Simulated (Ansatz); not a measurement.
**C2H3BClNO: basis-set convergence**

The task here is to estimate one member of a computed series from the others.

Program: Ansatz 0.2.0, Gaussian basis. Level of theory: one geometry, several basis sets. These are calculated values, not measurements.

Plan: PBE0-D4/def2-SVP; ωB97M-V/def2-SVP; PBE0-D4/def2-QZVPP; ωB97M-V/def2-QZVPP; the functionals' def2-TZVPP values are taken from earlier runs.

### The relaxed structure

An earlier PBE0-D4 in a triple-zeta def2 set relaxation fixed the geometry.

SMILES `CB(Cl)N=C=O`, 9 atoms, charge 0, spin multiplicity 1.

Atoms are counted from 1 here; the program's logs count them from 0.

Bond lengths: C1–B2 1.554 Å, C1–H7 1.096 Å, C1–H8 1.090 Å, C1–H9 1.093 Å, B2–Cl3 1.770 Å, B2–N4 1.416 Å, N4–C5 1.201 Å, C5–O6 1.159 Å. Angles: B2–C1–H7 109.3°, B2–C1–H8 112.8°, B2–C1–H9 111.1°, H7–C1–H8 108.3°, H7–C1–H9 105.7°, H8–C1–H9 109.4°, C1–B2–Cl3 119.6°, C1–B2–N4 122.4°, Cl3–B2–N4 118.0°, B2–N4–C5 149.0°, N4–C5–O6 175.4°.

Set-up of the first run:

File in.yaml:

```yaml
crystal:
  periodic: [false, false, false]
  atoms:
    - {symbol: C, position_ang: [0.340125, -1.447990, -0.153245]}
    - {symbol: B, position_ang: [0.372467, 0.104922, -0.189830]}
    - {symbol: Cl, position_ang: [1.731502, 0.932388, -0.965096]}
    - {symbol: N, position_ang: [-0.660342, 0.899520, 0.363913]}
    - {symbol: C, position_ang: [-1.112362, 1.989161, 0.589466]}
    - {symbol: O, position_ang: [-1.620347, 2.998397, 0.848203]}
    - {symbol: H, position_ang: [0.221822, -1.831172, -1.173383]}
    - {symbol: H, position_ang: [-0.474522, -1.839304, 0.456468]}
    - {symbol: H, position_ang: [1.290158, -1.852222, 0.206405]}
basis:
  gaussian: {orbitals: def2-SVP}
hamiltonian: {xc: pbe0, dispersion: d4}
output: {orbitals: {seedname: orbitals}}
```

Launch:

```bash
$ ansatz run in.yaml --threads 4 --pin off --events-out ev --progress --plain --max-ram 10444MiB
```

Steps of the session up to this table: PBE0-D4 in def2-SVP; ωB97M-V in def2-SVP; PBE0-D4 in def2-QZVPP; ωB97M-V in def2-QZVPP.

One of the session's tables, all rows but one given; the rest of the session is left out.

It belongs to the step «Functionals by basis». 

```
functional       basis  HOMO (eV)
   PBE0-D4    def2-SVP      -8.72
   PBE0-D4  def2-TZVPP      -8.85
   PBE0-D4  def2-QZVPP          ?
   ωB97M-V    def2-SVP     -10.93
   ωB97M-V  def2-TZVPP     -11.09
   ωB97M-V  def2-QZVPP     -11.13
```

Estimate the missing values for PBE0-D4, def2-QZVPP.

**Answer.** HOMO (eV): -8.88. In the column «HOMO (eV)» it lies between ωB97M-V, def2-SVP (-10.93) and PBE0-D4, def2-TZVPP (-8.85).
